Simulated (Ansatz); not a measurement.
# MoPb2: the cost of one run

Program: Ansatz 0.2.0. Level of theory: DFT PBE, scalar-relativistic, plane waves, PAW. These are calculated values, not measurements.

1 further run of the same task is left out (it didn't finish).

**1. The structure to begin with**

Symmetry: P6/mmm, No. 191, hexagonal system. Conventional cell: a = 4.879 Å, b = 4.879 Å, c = 3.432 Å, α = 90.00°, β = 90.00°, γ = 120.00°. Around Mo (site symmetry 6/mmm) lie 12 Pb at 3.30 Å and 2 Mo at 3.43 Å. Pb (site symmetry -6m2) is surrounded by 3 Pb at 2.82 Å.

Coordinates:

```
CELL_PARAMETERS angstrom
4.87894 0.00000 0.00000
-2.43947 4.22528 0.00000
0.00000 0.00000 3.43167
ATOMIC_POSITIONS crystal
Mo 0.00000 0.00000 0.00000
Pb 0.33333 0.66667 0.50000
Pb 0.66667 0.33333 0.50000
```

This is candidate A: TbCd2 type (P6/mmm, No. 191).

(A quick probe on a coarse mesh, which set the mesh and smearing, is not shown.)

**3. Rough relaxation on the coarse mesh (candidate A)**

input.yaml reads:

```yaml
crystal:
  lattice:
    - [4.8789367515, 0.0, 0.0]
    - [-2.4394683758, 4.2252831703, 0.0]
    - [0.0, 0.0, 3.4316694468]
  atoms:
    - { symbol: Mo, position: [0.0, 0.0, 0.0] }
    - { symbol: Pb, position: [0.3333333333, 0.6666666667, 0.5] }
    - { symbol: Pb, position: [0.6666666667, 0.3333333333, 0.5] }
basis:
  ecutwfc: 420
kpoints:
  mp_grid: { grid: [6, 6, 6] }
hamiltonian:
  xc: pbe
scf:
  occupations: { method: gaussian, width: 0.1 }
  lower_state_search: "off"
output:
  forces: true
  stress: true
  eigenvalues: true
relax:
  adjacent_minimum: "off"
  f_tol: 0.04
  max_steps: 70
  cell: { stress_tol: 0.4 }
```

On the command line:

```sh
$ ansatz run input.yaml --threads 1 --pin off --max-ram 2560MiB --backend cpu --events-out ev --progress --plain --runs-dir out
```

**Question.** How long does this run take on 1 thread of Intel Xeon 6975P-C (Granite Rapids), shared host, and how much memory does it need?

About 11 s, with a peak of 0.43 GiB.
